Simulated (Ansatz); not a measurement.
# Ta4Ge3: the cost of one run

Computed with Ansatz 0.2.0 (DFT PBE, scalar-relativistic, plane waves, PAW, unless a step names another level, unless a step's input says otherwise).

## 1. Starting point

The structure is cubic, space group I-43d (No. 220). Conventional cell: a = 7.849 Å, b = 7.849 Å, c = 7.849 Å, α = 90.00°, β = 90.00°, γ = 90.00°. Ta (site symmetry 3) is surrounded by 6 Ge at 2.69 to 2.75 Å and 3 Ta at 2.95 Å. Around Ge (site symmetry -4) lie 8 Ta at 2.69 to 2.75 Å.

As a file:

```cif
data_structure
_symmetry_space_group_name_H-M 'P 1'
_symmetry_Int_Tables_number 1
_cell_length_a 6.7973
_cell_length_b 6.7973
_cell_length_c 6.7973
_cell_angle_alpha 109.471
_cell_angle_beta 109.471
_cell_angle_gamma 109.471
_cell_volume 241.76
loop_
_atom_site_label
_atom_site_type_symbol
_atom_site_fract_x
_atom_site_fract_y
_atom_site_fract_z
_atom_site_occupancy
Ta1 Ta 0.84053 0.50000 0.00000 1
Ta2 Ta 0.50000 0.00000 0.34053 1
Ta3 Ta 0.50000 0.00000 0.84053 1
Ta4 Ta 0.00000 0.34053 0.50000 1
Ta5 Ta 0.65947 0.65947 0.65947 1
Ta6 Ta 0.00000 0.84053 0.50000 1
Ta7 Ta 0.34053 0.50000 0.00000 1
Ta8 Ta 0.15947 0.15947 0.15947 1
Ge1 Ge 0.12500 0.75000 0.87500 1
Ge2 Ge 0.87500 0.12500 0.75000 1
Ge3 Ge 0.75000 0.87500 0.12500 1
Ge4 Ge 0.25000 0.62500 0.37500 1
Ge5 Ge 0.62500 0.37500 0.25000 1
Ge6 Ge 0.37500 0.25000 0.62500 1
```

It came out lowest among 25 distinct ends of the trial cells. At a tolerance of 0.05 Å it has space group I-43d (No. 220).

## 2. A stricter relaxation, on the response runs' mesh and smearing

input.yaml

```yaml
crystal:
  lattice:
    - [-3.9244075828, 3.9244075828, 3.9244075828]
    - [3.9244075828, -3.9244075828, 3.9244075828]
    - [3.9244075828, 3.9244075828, -3.9244075828]
  atoms:
    - { symbol: Ta, position: [0.8405289578, 0.5, 0.0] }
    - { symbol: Ta, position: [0.5, 0.0, 0.3405289578] }
    - { symbol: Ta, position: [0.5, 0.0, 0.8405289578] }
    - { symbol: Ta, position: [0.0, 0.3405289578, 0.5] }
    - { symbol: Ta, position: [0.6594710422, 0.6594710422, 0.6594710422] }
    - { symbol: Ta, position: [0.0, 0.8405289578, 0.5] }
    - { symbol: Ta, position: [0.3405289578, 0.5, 0.0] }
    - { symbol: Ta, position: [0.1594710422, 0.1594710422, 0.1594710422] }
    - { symbol: Ge, position: [0.125, 0.75, 0.875] }
    - { symbol: Ge, position: [0.875, 0.125, 0.75] }
    - { symbol: Ge, position: [0.75, 0.875, 0.125] }
    - { symbol: Ge, position: [0.25, 0.625, 0.375] }
    - { symbol: Ge, position: [0.625, 0.375, 0.25] }
    - { symbol: Ge, position: [0.375, 0.25, 0.625] }
basis:
  ecutwfc: 420
kpoints:
  mp_grid: { grid: [6, 6, 6] }
hamiltonian:
  xc: pbe
scf:
  occupations: { method: gaussian, width: 0.1 }
output:
  forces: true
  stress: true
  eigenvalues: true
relax:
  adjacent_minimum: "off"
  f_tol: 0.001
  max_steps: 60
  cell: { stress_tol: 0.01 }
```

On the command line:

```
> ansatz run input.yaml --threads 3 --pin off --max-ram 7680MiB --backend cpu --events-out ev --progress --plain --runs-dir out
```

What time and memory should one allow on 3 threads of Intel Xeon at 2.70GHz, shared host?

About 36 s, with a peak of 0.96 GiB.
